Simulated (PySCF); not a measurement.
**SrS+: from the state search to spectroscopic constants**

What are the lowest state that PBE0 finds, the bond length, vibrational wavenumber and bond energy of SrS+, and how much do these hang on the method?

Program: PySCF 2.14.0. Level of theory: Sr def2-SVPD with ECP28, S def2-SVPD, scalar-relativistic core potentials. These are calculated values, not measurements.

## (1) Input

Settings of the job:

- atoms: Sr, S
- charge: 1
- basis: Sr def2-SVPD with ECP28, S def2-SVPD
- Hamiltonian: scalar-relativistic core potentials
- basis functions: 53
- electrons treated: 25
- masses in u: 87.9056, 31.9721
- levels: PBE0, PBE, r²SCAN, M06-L, r²SCAN0, B3LYP, HF, MP2, SCS-MP2, CCSD, CCSD(T)
- grid: 80 radial by 434 angular points
- occupations: held fixed by the projection of orbital angular momentum
- dissociation limit: Sr+ + S, each in its ground configuration
- starting distance in angstrom: 2.795
- values of 2S to try: 1, 3

On the command line:

```
OMP_NUM_THREADS=1 python dia.py task.json out
```

After this run come: The PBE0 curve of the state that the search chose; Higher solutions at PBE0; PBE (GGA); r²SCAN (meta-GGA); M06-L; r²SCAN0 (hybrid meta-GGA); B3LYP; UHF (mean field); Adding correlation.

Q: Predict the outcome of this session. Wanted: for each run, Re; ωe; De; μ.

**Answer**, as computed:

Lowest PBE0 solution found, without spin–orbit coupling: ²Π (doublet), unpaired electrons π ↑. State 2 has its PBE0 minimum 0.55 eV higher. State 3 has its PBE0 minimum 2.26 eV higher. The other levels ran on the lowest alone.

| level | Re (Å) | ωe (cm⁻¹) | De (eV) | μ (D) |
| --- | --- | --- | --- | --- |
| UHF | 2.699 | 323 | 1.49 | -10.56 |
| UHF-MP2 | 2.672 | 326 | 2.31 | n/a |
| UHF-SCS-MP2 | 2.677 | 324 | 2.30 | n/a |
| UHF-CCSD | 2.678 | 323 | 2.22 | n/a |
| UHF-CCSD(T) | 2.681 | 320 | 2.29 | n/a |
| PBE | 2.648 | 321 | 2.85 | -8.12 |
| r²SCAN | 2.651 | 328 | 2.88 | -8.84 |
| M06-L | 2.651 | 331 | 3.31 | -9.07 |
| B3LYP | 2.656 | 322 | 2.59 | -8.64 |
| PBE0 | 2.641 | 330 | 2.74 | -8.80 |
| r²SCAN0 | 2.647 | 333 | 2.73 | -9.20 |

De is counted to Sr+ + S in their ground configurations. A positive dipole points from Sr to S; in an ion it is taken about the centre of mass and does not tell which atom is negative.

Differences from CCSD(T) in the same basis:

| level | Re (mÅ) | ωe (%) |
| --- | --- | --- |
| UHF | +18 | +0.9 |
| UHF-MP2 | -9 | +1.8 |
| UHF-SCS-MP2 | -4 | +1.3 |
| UHF-CCSD | -4 | +1.0 |
| PBE | -34 | +0.2 |
| r²SCAN | -30 | +2.5 |
| M06-L | -31 | +3.5 |
| B3LYP | -25 | +0.7 |
| PBE0 | -40 | +3.2 |
| r²SCAN0 | -35 | +4.0 |

In words: Against CCSD(T) in the same basis, the bond length is nearest at UHF-SCS-MP2 and UHF-CCSD (-4 mÅ) and farthest at PBE0 (-40 mÅ); the wavenumber is nearest at PBE (+0.2 %) and farthest at r²SCAN0 (+4.0 %). CCSD(T) in a basis this small is itself some way from its limit, more so than the functionals. Among the levels with a De in the table, it runs from 1.49 eV (UHF) to 3.31 eV (M06-L).

Correlated steps freeze 5 core orbitals. Spin–orbit coupling is left out.
